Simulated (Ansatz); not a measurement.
Li2Pd, space group P6/mmm: relaxations under a series of pressures, run with the Python package of Ansatz (0.2.0).

`li2pd.cif`
```cif
data_Li2Pd
_cell_length_a 4.222000
_cell_length_b 4.222000
_cell_length_c 2.724000
_cell_angle_alpha 90.00000
_cell_angle_beta 90.00000
_cell_angle_gamma 120.00000
_symmetry_space_group_name_H-M 'P 1'
_symmetry_Int_Tables_number 1
loop_
_symmetry_equiv_pos_as_xyz
'x, y, z'
loop_
_atom_site_label
_atom_site_type_symbol
_atom_site_fract_x
_atom_site_fract_y
_atom_site_fract_z
Li1 Li    0.333333    0.666667    0.500000
Li2 Li    0.666667    0.333333    0.500000
Pd3 Pd    0.000000    0.000000    0.000000
```

`run_compress.py`
```python
# -*- coding: utf-8 -*-
"""Cell of Li2Pd under pressure."""

import ansatz as az
from ase.io import read
import numpy as np

def edges_and_angles(cell):
    cell = np.asarray(cell)
    a, b, c = np.linalg.norm(cell, axis=1)
    cosines = cell[1] @ cell[2] / (b * c), cell[0] @ cell[2] / (a * c), cell[0] @ cell[1] / (a * b)
    return (a, b, c, *np.degrees(np.arccos(cosines)))

atoms = read("li2pd.cif")
system = az.Crystal.from_ase(atoms)

calculation = (
    system.calculation()
    .functional("r2SCAN")
    .pseudopotentials("paw")
    .basis(650)
    .kpoints(spacing=0.26)
    .occupations("fermi_dirac", width=0.15)
    .scf(tolerance=1e-08)
)

# H = F + PV, with 1 GPa A^3 = 1/160.21766 eV
rows = []
for pressure in [-2, 0, 2, 5, 10]:
    res = calculation.relax(cell=True, pressure=pressure).run(threads=1)
    cell = res.lattice.cell_ang
    n_atoms = len(res.lattice.sites)
    volume = abs(np.linalg.det(cell)) / n_atoms
    enthalpy = res.report["free_energy_ev"] / n_atoms + pressure * volume / 160.21766
    rows.append((pressure, volume, enthalpy, *edges_and_angles(cell)))
    print(f"{pressure} GPa done: {volume:.4f} A^3/atom")

print(" P (GPa)  V (A^3/atom)  H (eV/atom)     a       b       c")
for row in rows:
    print("{:8.1f} {:12.4f} {:14.5f} {:7.4f} {:7.4f} {:7.4f}".format(*row[:6]))
p, v = np.array([row[0] for row in rows], float), np.array([row[1] for row in rows])
print("mean bulk modulus between rows (GPa):", np.round(-np.diff(p) / np.diff(np.log(v)), 1))
```

From its runs, with one value withheld:

| P (GPa) | relaxed V (Å³/atom) |
| --- | --- |
| -2 | 14.455 |
| 0 | 13.865 |
| 2 | ? |
| 5 | 12.789 |
| 10 | 12.015 |

What volume does the cell relax to at 2 GPa?

Murnaghan's form V = V0 (1 + B' P / B0)^(-1/B') through the 4 rows shown gives V0 = 13.869 Å³, B0 = 52.4 GPa and B' = 3.82, and so 13.383 Å³ an atom at 2 GPa. The run gave 13.381 Å³, 0.02 % away.

Reading the output:
- At a fixed pressure a relaxation lowers the enthalpy F + PV, while F alone can rise.
- The mesh is modest for a metal, so energies can be off by several to tens of meV an atom and pressures by half a GPa or more; differences at equal mesh fare better.
- The program warned that this SCF threshold is loose for forces or stresses.
- The starting cell is as deposited in a crystallographic database; the results hold for this polymorph, which needn't be the stable one.
- Symmetry holds the cell in this phase, whether or not it is the stable one at each pressure.
- Wall time of the script: 110 s on 1 thread of Arm Neoverse V2 (shared host), peak memory 0.63 GiB.

(A comment or docstring line of the script was reworded after the run, the code is as it ran.)
